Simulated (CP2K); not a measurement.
**CH6Ge (methyl germane) at Pade/SZV-MOLOPT-SR-GTH (core potential)**

What is the vertical singlet–triplet gap of CH6Ge (methyl germane) at Pade/SZV-MOLOPT-SR-GTH (core potential)? 

Program for the calculation: CP2K 2026.2.

1 further run of the same task is left out (set aside as unsound or not needed).

## (1) The molecule

The species is CH6Ge (8 atoms), meant as a singlet with charge 0. SMILES: `[CH3][GeH3]`. The shape is that of a PBE0-D4/def2-TZVP optimisation.

Bond lengths: C1–Ge2 1.953 Å, C1–H3 1.090 Å, C1–H4 1.090 Å, C1–H5 1.091 Å, Ge2–H6 1.539 Å, Ge2–H7 1.539 Å, Ge2–H8 1.539 Å. Some angles: C1–Ge2–H6 110.4°, C1–Ge2–H7 110.4°, C1–Ge2–H8 110.4°, Ge2–C1–H3 110.3°, Ge2–C1–H4 110.3°, Ge2–C1–H5 110.3°, H6–Ge2–H7 108.5°, H6–Ge2–H8 108.5°, H7–Ge2–H8 108.5°, H3–C1–H4 108.6°.

## (2) A single-point energy at Pade/SZV-MOLOPT-SR-GTH (core potential)

Input file gas.inp:

```
&GLOBAL
  PROJECT gas
  RUN_TYPE ENERGY
  PRINT_LEVEL MEDIUM
&END GLOBAL

&FORCE_EVAL
  METHOD Quickstep
  &DFT
    BASIS_SET_FILE_NAME BASIS_MOLOPT
    POTENTIAL_FILE_NAME GTH_POTENTIALS
    &QS
      METHOD GPW
      EPS_DEFAULT 1.0E-10
    &END QS
    &MGRID
      CUTOFF 400
      REL_CUTOFF 50
      NGRIDS 4
    &END MGRID
    &POISSON
      PERIODIC NONE
      POISSON_SOLVER MULTIPOLE
    &END POISSON
    &SCF
      SCF_GUESS ATOMIC
      EPS_SCF 1.0E-06
      MAX_SCF 30
      &OT
        MINIMIZER CG
        PRECONDITIONER FULL_ALL
      &END OT
      &OUTER_SCF
        EPS_SCF 1.0E-06
        MAX_SCF 8
      &END OUTER_SCF
    &END SCF
    &XC
      &XC_FUNCTIONAL PADE
      &END XC_FUNCTIONAL
    &END XC
    &PRINT
      &MOMENTS
        PERIODIC F
        REFERENCE COM
        MAX_MOMENT 1
      &END MOMENTS
      &MO_CUBES
        NLUMO 1
        NHOMO -1
        WRITE_CUBE F
      &END MO_CUBES
      &HIRSHFELD OFF
      &END HIRSHFELD
    &END PRINT
  &END DFT
  &SUBSYS
    &CELL
      ABC 10.2 9.5 10.4
      PERIODIC NONE
    &END CELL
    &COORD
      UNIT bohr
      C     -0.5875159     0.3596149    -1.8356800
      Ge     0.5610597    -0.3437412     1.6000311
      H     -2.6080110     0.7638273    -1.8453176
      H      0.4134721     1.9883698    -2.6047985
      H     -0.2354599    -1.2649827    -3.0537974
      H      0.0580146     1.9430164     3.3261070
      H      3.4149241    -0.9063126     1.6208181
      H     -0.8422509    -2.6478842     2.6873795
    &END COORD
    &TOPOLOGY
      &CENTER_COORDINATES
      &END CENTER_COORDINATES
    &END TOPOLOGY
    &KIND C
      BASIS_SET SZV-MOLOPT-SR-GTH-q4
      POTENTIAL GTH-PADE-q4
    &END KIND
    &KIND Ge
      BASIS_SET SZV-MOLOPT-SR-GTH-q4
      POTENTIAL GTH-PADE-q4
    &END KIND
    &KIND H
      BASIS_SET SZV-MOLOPT-SR-GTH-q1
      POTENTIAL GTH-PADE-q1
    &END KIND
  &END SUBSYS
&END FORCE_EVAL
```

Command:

```console
$ OMP_NUM_THREADS=1 cp2k.psmp gas.inp > gas.out
```

The log of the run:

```text
CP2K| version string:                                       CP2K version 2026.2
[...]
 GLOBAL| Method name                                                        CP2K
[...]
 GLOBAL| Run type                                                         ENERGY
[...]
 DFT| Spin restricted Kohn-Sham (RKS) calculation                            RKS
 DFT| Multiplicity                                                             1
[...]
 DFT| Charge                                                                   0
[...]
 FUNCTIONAL| PADE:
 QS| Method:                                                                 GPW
[...]
 QS| Density cutoff [a.u.]:                                                200.0
[...]
 QS| Relative density cutoff [a.u.]:                                        25.0
[...]
                             - Atoms:                                          8
[...]
                             - Spherical basis functions:                     14
[...]
 Number of electrons:                                                         14
[...]
     1 OT CG       0.15E+00    0.8     0.37549740       -11.5667511597 -1.16E+01
[...]
    25 OT CG       0.67E-01    1.1     0.00000100       -13.0506967812 -1.00E-11
  *** SCF run converged in    25 steps ***
[...]
  Overlap energy of the core charge distribution:               0.00000358454019
  Self energy of the core charge distribution:                -29.76020645127994
  Core Hamiltonian energy:                                      9.51659486952264
  Hartree energy:                                              12.19792995474408
  Exchange-correlation energy:                                 -5.00501873874150
  Total energy:                                               -13.05069678121452
[...]
                     Mulliken Population Analysis
 #  Atom  Element  Kind  Atomic population                           Net charge
       1     C        1          4.452925                             -0.452925
       2     Ge       2          3.943029                              0.056971
       3     H        3          0.882168                              0.117832
       4     H        3          0.882120                              0.117880
       5     H        3          0.882131                              0.117869
       6     H        3          0.985913                              0.014087
       7     H        3          0.985792                              0.014208
       8     H        3          0.985923                              0.014077
 # Total charge                             14.000000                  0.000000
[...]
  Dipole moment [Debye]
    X= -0.2891908E-01 Y=  0.1819022E-01 Z= -0.9042445E-01  Total=      0.0966632
[...]
 HOMO - LUMO gap [eV] :   12.601071
 ENERGY| Total FORCE_EVAL ( QS ) energy [hartree]            -13.050696781214523
[...]
```

Run time: 44 s. Hardware: 1 thread of AMD EPYC (Zen 3), shared host; peak memory 0.77 GiB.

## (3) The triplet at the same level

Input file molecule.xyz:

```xyz
8

C     -0.310900     0.190300    -0.971400
Ge     0.296900    -0.181900     0.846700
H     -1.380100     0.404200    -0.976500
H      0.218800     1.052200    -1.378400
H     -0.124600    -0.669400    -1.616000
H      0.030700     1.028200     1.760100
H      1.807100    -0.479600     0.857700
H     -0.445700    -1.401200     1.422100
```

Input file mol.inp:

```
&GLOBAL
    PROJECT mol
    RUN_TYPE ENERGY
    PRINT_LEVEL MEDIUM
&END
&FORCE_EVAL
    METHOD QS
    &DFT
        BASIS_SET_FILE_NAME BASIS_MOLOPT
        POTENTIAL_FILE_NAME GTH_POTENTIALS
        MULTIPLICITY 3
        UKS T
        &QS
            METHOD GPW
            EPS_DEFAULT 1.0E-10
        &END
        &MGRID
            CUTOFF 400
            REL_CUTOFF 50
            NGRIDS 4
        &END
        &POISSON
            PERIODIC NONE
            POISSON_SOLVER MULTIPOLE
        &END
        &SCF
            SCF_GUESS ATOMIC
            EPS_SCF 1.0E-06
            MAX_SCF 40
            &OT
                MINIMIZER DIIS
                PRECONDITIONER FULL_ALL
            &END
            &OUTER_SCF
                EPS_SCF 1.0E-06
                MAX_SCF 10
            &END
        &END
        &XC
            &XC_FUNCTIONAL PADE
            &END
        &END
        ! extra output
        &PRINT
            &MOMENTS
                PERIODIC F
                REFERENCE COM
                MAX_MOMENT 1
            &END
            &MO_CUBES
                NLUMO 5
                NHOMO -1
                WRITE_CUBE F
            &END
            &HIRSHFELD OFF
            &END
        &END
    &END
    &SUBSYS
        ! box in angstrom
        &CELL
            ABC 10.2 9.5 10.4
            PERIODIC NONE
        &END
        &TOPOLOGY
            COORD_FILE_NAME molecule.xyz
            COORD_FILE_FORMAT XYZ
            &CENTER_COORDINATES
            &END
        &END
        &KIND C
            BASIS_SET SZV-MOLOPT-SR-GTH-q4
            POTENTIAL GTH-PADE-q4
        &END
        &KIND Ge
            BASIS_SET SZV-MOLOPT-SR-GTH-q4
            POTENTIAL GTH-PADE-q4
        &END
        &KIND H
            BASIS_SET SZV-MOLOPT-SR-GTH-q1
            POTENTIAL GTH-PADE-q1
        &END
    &END
&END
```

Command:

```console
$ OMP_NUM_THREADS=1 cp2k.psmp -i mol.inp > mol.out 2>&1
```

The log of the run (excerpt; [...] marks lines left out):

```text
CP2K| version string:                                       CP2K version 2026.2
[...]
 GLOBAL| Method name                                                        CP2K
[...]
 GLOBAL| Run type                                                         ENERGY
[...]
 DFT| Spin unrestricted (spin-polarized) Kohn-Sham calculation               UKS
 DFT| Multiplicity                                                             3
[...]
 DFT| Charge                                                                   0
[...]
 FUNCTIONAL| PADE:
 QS| Method:                                                                 GPW
[...]
 QS| Density cutoff [a.u.]:                                                200.0
[...]
 QS| Relative density cutoff [a.u.]:                                        25.0
[...]
                             - Atoms:                                          8
[...]
                             - Spherical basis functions:                     14
[...]
 Number of electrons:                                                          8
[...]
     1 OT DIIS     0.15E+00    1.8     0.18885676       -11.8029199533 -1.18E+01
[...]
    11 OT DIIS     0.15E+00    2.2     0.00000062       -12.6068855010 -1.08E-10
  *** SCF run converged in    11 steps ***
[...]
  Overlap energy of the core charge distribution:               0.00000358453901
  Self energy of the core charge distribution:                -29.76020645127994
  Core Hamiltonian energy:                                     10.23628962358780
  Hartree energy:                                              12.01162504471421
  Exchange-correlation energy:                                 -5.09459730257605
  Total energy:                                               -12.60688550101497
[...]
                     Mulliken Population Analysis
 #  Atom  Element  Kind  Atomic population (alpha,beta) Net charge  Spin moment
       1     C        1         2.333678     2.108862    -0.442541     0.224816
       2     Ge       2         2.359351     1.568187     0.072463     0.791164
       3     H        3         0.441815     0.450128     0.108058    -0.008313
       4     H        3         0.441778     0.450186     0.108036    -0.008408
[...]
  Dipole moment [Debye]
    X=  0.9973618E-01 Y= -0.8732689E-01 Z=  0.2490757E+00  Total=      0.2821560
[...]
 HOMO - LUMO gap [eV] :    0.697525
 ENERGY| Total FORCE_EVAL ( QS ) energy [hartree]            -12.606885501014972
[...]
```

Wall time 2.1 min (1 thread of AMD EPYC (Zen 3), shared host); peak memory 0.84 GiB.

## (4) What came out

At Pade/SZV-MOLOPT-SR-GTH (core potential):

| quantity | value |
| --- | --- |
| singlet: total energy | -13.05070 Eh |
| singlet: dipole moment | 0.10 D |
| singlet: HOMO energy | -6.42 eV |
| singlet: LUMO energy | 6.18 eV |
| singlet: HOMO–LUMO gap | 12.60 eV |
| triplet: total energy | -12.60689 Eh |
| triplet: dipole moment | 0.28 D |
| triplet: ⟨S²⟩ | 2.000 |
| vertical energy of the triplet above the singlet | 12.077 eV |

In words: At this shape the triplet lies 12.08 eV (1165 kJ/mol) above the singlet. In a minimal basis such a difference can be off by several eV, whatever the method.
